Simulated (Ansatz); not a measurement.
Geometry optimisation, DFT PBE, scalar-relativistic, plane waves, PAW (Ansatz).

input.yaml

```yaml
crystal:
  lattice:
    - [-3.19, -5.525242, 0.0]
    - [4.785, -2.762621, 0.0]
    - [0.0, 0.0, 5.189]
  atoms:
    - { symbol: Ga, position: [0.5028851, 0.6677113, -0.0021794] }
    - { symbol: "N", position: [0.5024968, 0.6627107, 0.3642053] }
    - { symbol: "N", position: [0.494805, 0.3224234, 0.8791367] }
    - { symbol: Ga, position: [0.2586317, 0.162103, -0.0011721] }
    - { symbol: Ga, position: [0.2485399, 0.8419407, 0.4976455] }
    - { symbol: "N", position: [0.2435909, 0.1618153, 0.3782561] }
    - { symbol: "N", position: [0.2495585, 0.8314279, 0.8736162] }
    - { symbol: Ga, position: [0.0055866, 0.6656312, 0.0015963] }
    - { symbol: Ga, position: [-0.0056713, 0.3353639, 0.51275] }
    - { symbol: "N", position: [-0.0079094, 0.6621639, 0.3774992] }
    - { symbol: "N", position: [-0.010491, 0.3283364, 0.8754146] }
    - { symbol: Ga, position: [0.7568112, 0.1731463, -0.0038172] }
    - { symbol: Ga, position: [0.7467547, 0.8407165, 0.508702] }
    - { symbol: "N", position: [0.7534974, 0.1610711, 0.372703] }
    - { symbol: "N", position: [0.7513191, 0.8257427, 0.876943] }
total_charge: -1
basis:
  ecutwfc: 420.0
kpoints:
  mp_grid: { grid: [2, 2, 2] }
hamiltonian:
  xc: pbe
  pseudopotentials: { kind: paw, azcp: { folder: soft_1 } }
scf:
  occupations: { method: fermi_dirac, width: 0.05 }
  lower_state_search: "off"
relax:
  f_tol: 0.03
  max_steps: 60
  adjacent_minimum: "off"
```

Command:

```bash
$ ansatz run input.yaml --threads 1 --pin off --max-ram 3072MiB --backend cpu --events-out ev --progress --plain --runs-dir out
```

Where does it end, and by what steps?

It converged. Limits of this set-up: coarse k mesh, charged cell in a uniform background, uncorrected. After 6 steps the energy has fallen by 0.829 eV; N14 moved furthest, 0.33 Å.

```
step  energy less start (eV)  largest force component (eV/Å)  accepted
   0                  0.0000                           2.535       yes
   1                 -0.5039                           1.511       yes
   2                 -0.7959                           0.342       yes
   3                 -0.8162                           0.120       yes
   4                 -0.8233                           0.067       yes
   5                 -0.8282                           0.035       yes
   6                 -0.8290                           0.012       yes
```

```xyz
15
Lattice="-3.1900 -5.5252 0.0000 4.7850 -2.7626 0.0000 0.0000 0.0000 5.1890" Properties=species:S:1:pos:R:3
Ga 1.565 -4.582 0.009
N 1.785 -4.709 1.894
N -0.023 -3.665 4.716
Ga -0.011 -1.841 -0.014
Ga 3.172 -3.675 2.599
N 0.049 -1.483 1.866
N 3.180 -3.663 4.533
Ga 3.200 -1.843 0.018
Ga 1.667 -0.958 2.667
N 3.173 -1.827 1.954
N 1.614 -0.927 4.559
Ga -1.598 -4.588 -0.014
Ga 1.583 -6.427 2.599
N -1.877 -4.819 1.866
N 1.576 -6.440 4.533
```

Run time: 51 s on 1 thread of Arm Neoverse V1, with other jobs on the host, peak memory 0.45 GiB.
